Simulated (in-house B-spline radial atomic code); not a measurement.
# Sm: a fraction of an electron removed from 5p

How does the TPSSh energy of Sm change when part of an electron is removed from 5p?

Program: in-house B-spline radial atomic code version 1. Level of theory: non-relativistic TPSSh, spin-polarised, spherical fractional occupations, point nucleus, basis-set limit. These are calculated values, not measurements, unless marked.

### Step 1. Starting point

```
element       : samarium (Z = 62)
charge        : 0
electrons     : 62
configuration : [Xe] 4f6 6s2
Hamiltonian   : non-relativistic
nucleus       : point
```

The outer shells:

[Xe] 4f6 6s2
```
[Xe] core
4f [↑ ][↑ ][↑ ][↑ ][↑ ][↑ ][  ]
6s [↑↓]
```

Where spins are not typed, each open shell is filled with up spins first.

### Step 2. The start, at fraction 0

Settings of the run:

```ini
Z = 62
electrons = 62.0
configuration = [Xe] 4f6 6s2
hamiltonian = nr
method = tpssh
spin_polarised = True
```

### Step 3. 0.04 electron removed from 5p

Settings of the run:

```ini
Z = 62
electrons = 61.96
configuration = [Kr] 4d10 4f6 5s2 5p5.96 6s2
hamiltonian = nr
method = tpssh
spin_polarised = True
```

### Step 4. 0.15 electron removed from 5p

Settings of the run:

```ini
Z = 62
electrons = 61.85
configuration = [Kr] 4d10 4f6 5s2 5p5.85 6s2
hamiltonian = nr
method = tpssh
spin_polarised = True
```

### Step 5. 0.25 electron removed from 5p

Settings of the run:

```ini
Z = 62
electrons = 61.75
configuration = [Kr] 4d10 4f6 5s2 5p5.75 6s2
hamiltonian = nr
method = tpssh
spin_polarised = True
```

### Step 6. 0.44 electron removed from 5p

Settings of the run:

```ini
Z = 62
electrons = 61.56
configuration = [Kr] 4d10 4f6 5s2 5p5.56 6s2
hamiltonian = nr
method = tpssh
spin_polarised = True
```

### Step 7. 0.5 electron removed from 5p

Settings of the run:

```ini
Z = 62
electrons = 61.5
configuration = [Kr] 4d10 4f6 5s2 5p5.5 6s2
hamiltonian = nr
method = tpssh
spin_polarised = True
```

### Step 8. 0.53 electron removed from 5p

Settings of the run:

```ini
Z = 62
electrons = 61.47
configuration = [Kr] 4d10 4f6 5s2 5p5.47 6s2
hamiltonian = nr
method = tpssh
spin_polarised = True
```

### Step 9. 0.74 electron removed from 5p

Settings of the run:

```ini
Z = 62
electrons = 61.26
configuration = [Kr] 4d10 4f6 5s2 5p5.26 6s2
hamiltonian = nr
method = tpssh
spin_polarised = True
```

### Step 10. 0.78 electron removed from 5p

Settings of the run:

```ini
Z = 62
electrons = 61.22
configuration = [Kr] 4d10 4f6 5s2 5p5.22 6s2
hamiltonian = nr
method = tpssh
spin_polarised = True
```

### Step 11. 0.93 electron removed from 5p

Settings of the run:

```ini
Z = 62
electrons = 61.07
configuration = [Kr] 4d10 4f6 5s2 5p5.07 6s2
hamiltonian = nr
method = tpssh
spin_polarised = True
```

### Step 12. 1 electron removed from 5p

Settings of the run:

```ini
Z = 62
electrons = 61.0
configuration = [Kr] 4d10 4f6 5s2 5p5 6s2
hamiltonian = nr
method = tpssh
spin_polarised = True
```

How does the energy change with the fraction, and which way and how far does it bend from the straight line between the ends?

As calculated:

| fraction | energy change (eV) | less the straight line (eV) | level 5p down (eV) | sum of <r²> (bohr²) |
| --- | --- | --- | --- | --- |
| 0 | 0.0000 | 0.0000 | -22.510 | 90.966 |
| 0.04 | 0.9071 | -0.1704 | -22.845 | 89.785 |
| 0.15 | 3.4714 | -0.5693 | -23.782 | 86.777 |
| 0.25 | 5.8929 | -0.8416 | -24.651 | 84.308 |
| 0.44 | 10.7364 | -1.1163 | -26.342 | 80.169 |
| 0.5 | 12.3332 | -1.1358 | -26.886 | 78.987 |
| 0.53 | 13.1439 | -1.1333 | -27.160 | 78.415 |
| 0.74 | 19.0509 | -0.8832 | -29.105 | 74.727 |
| 0.78 | 20.2226 | -0.7890 | -29.481 | 74.080 |
| 0.93 | 24.7512 | -0.3011 | -30.904 | 71.784 |
| 1 | 26.9380 | 0.0000 | -31.576 | 70.776 |

What this shows: From fraction 0 to 1 the energy changes by 26.938 eV. It sags under the straight line by up to 1.14 eV (at 0.5). Slater's transition state, the slope from the orbital energy at fraction 0.5 (Janak's theorem), gives 26.886 eV for the whole step. Here exact exchange is taken at spherical fractional occupations, which leaves self-interaction in open p, d and f shells; that spoils the energies somewhat, at whole numbers too.
